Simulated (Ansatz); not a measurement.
**CH₆BBrOSi: up Jacob's ladder to CCSD(T)**

The task here is to estimate one member of a computed series from the others.

Program: Ansatz 0.2.0, Gaussian basis. Level of theory: functionals in def2-TZVPP, the program's frozen cores in correlated methods. These are calculated values, not measurements.

The runs, in order: PBE-D4, r2SCAN-D4, PBE0-D4, B3LYP-D4, ωB97X-V, ωB97M-V, B2PLYP; CCSD(T)/def2-TZVPP; MP2/def2-QZVPP; extrapolation to the limit.

## The relaxed structure

The geometry comes from an earlier relaxation with PBE0-D4 in a triple-zeta def2 set; it is a stationary point, not always the lowest conformer.

SMILES `BO[SiH](C)Br`, 11 atoms, charge 0, spin multiplicity 1.

Atoms are counted from 1 here; the program's logs count them from 0.

Bond lengths: B1–O2 1.348 Å, B1–H6 1.199 Å, B1–H7 1.200 Å, O2–Si3 1.644 Å, Si3–C4 1.846 Å, Si3–Br5 2.223 Å, Si3–H8 1.478 Å, C4–H9 1.093 Å, C4–H10 1.092 Å, C4–H11 1.092 Å. Angles: O2–B1–H6 117.4°, O2–B1–H7 120.3°, H6–B1–H7 122.3°, B1–O2–Si3 139.7°, O2–Si3–C4 109.0°, O2–Si3–Br5 110.5°, O2–Si3–H8 107.2°, C4–Si3–Br5 109.6°, C4–Si3–H8 113.4°, Br5–Si3–H8 107.0°, Si3–C4–H9 110.0°, Si3–C4–H10 110.4°, Si3–C4–H11 110.7°, H9–C4–H10 108.7°, H9–C4–H11 108.6°, H10–C4–H11 108.4°.

Set-up of the first run:

The input, in.yaml:

```yaml
crystal:
  periodic: [false, false, false]
  atoms:
    - {symbol: B, position_ang: [-1.103330, 1.636837, 1.152619]}
    - {symbol: O, position_ang: [-0.090009, 0.810589, 0.824720]}
    - {symbol: Si, position_ang: [0.586646, 0.123538, -0.506603]}
    - {symbol: C, position_ang: [0.588751, -1.711160, -0.301462]}
    - {symbol: Br, position_ang: [-0.557738, 0.669790, -2.331868]}
    - {symbol: H, position_ang: [-1.248502, 1.899533, 2.313072]}
    - {symbol: H, position_ang: [-1.822633, 2.079805, 0.300902]}
    - {symbol: H, position_ang: [1.939552, 0.699990, -0.655442]}
    - {symbol: H, position_ang: [1.134058, -1.985451, 0.605221]}
    - {symbol: H, position_ang: [1.070481, -2.188959, -1.157071]}
    - {symbol: H, position_ang: [-0.431874, -2.091414, -0.223488]}
basis:
  gaussian: {orbitals: def2-TZVPP}
hamiltonian: {xc: pbe, dispersion: d4}
output: {forces: true, orbitals: {seedname: orbitals}}
```

Launch:

```sh
$ ansatz run in.yaml --threads 4 --pin off --events-out ev --progress --plain --max-ram 10444MiB
```

Steps of the session up to this table: PBE-D4 (GGA); r2SCAN-D4 (meta-GGA); PBE0-D4 (hybrid); B3LYP-D4 (hybrid); ωB97X-V (range-separated); ωB97M-V (range-separated); B2PLYP (double hybrid); CCSD(T) in def2-TZVPP; MP2 in def2-QZVPP.

One of the session's tables, all rows but one given; the rest of the session is left out.

| method | atomisation energy (kJ/mol) |
| --- | --- |
| PBE-D4 | 4117.9 |
| r2SCAN-D4 | 4108.1 |
| PBE0-D4 | 4076.8 |
| B3LYP-D4 | 4082.9 |
| ωB97X-V | 4097.7 |
| ωB97M-V | 4099.3 |
| B2PLYP | 4046.7 |
| HF/def2-TZVPP | 3133.3 |
| MP2/def2-TZVPP | 4059.7 |
| CCSD/def2-TZVPP | 3939.5 |
| CCSD(T)/def2-TZVPP | 3988.6 |
| MP2/CBS | 4165.5 |
| CCSD(T)/CBS | ? |

Q: Estimate the row for CCSD(T)/CBS from the others.

**Answer.** atomisation energy (kJ/mol): 4094.5. In the column «atomisation energy (kJ/mol)» it lies between B3LYP-D4 (4082.9) and ωB97X-V (4097.7).

Limits of these values: Free atoms (1 B, 1 O, 1 Si, 1 C, 1 Br, 6 H) were run apart at each level; the atomisation energy is their sum less the molecule, without zero-point or spin-orbit terms.
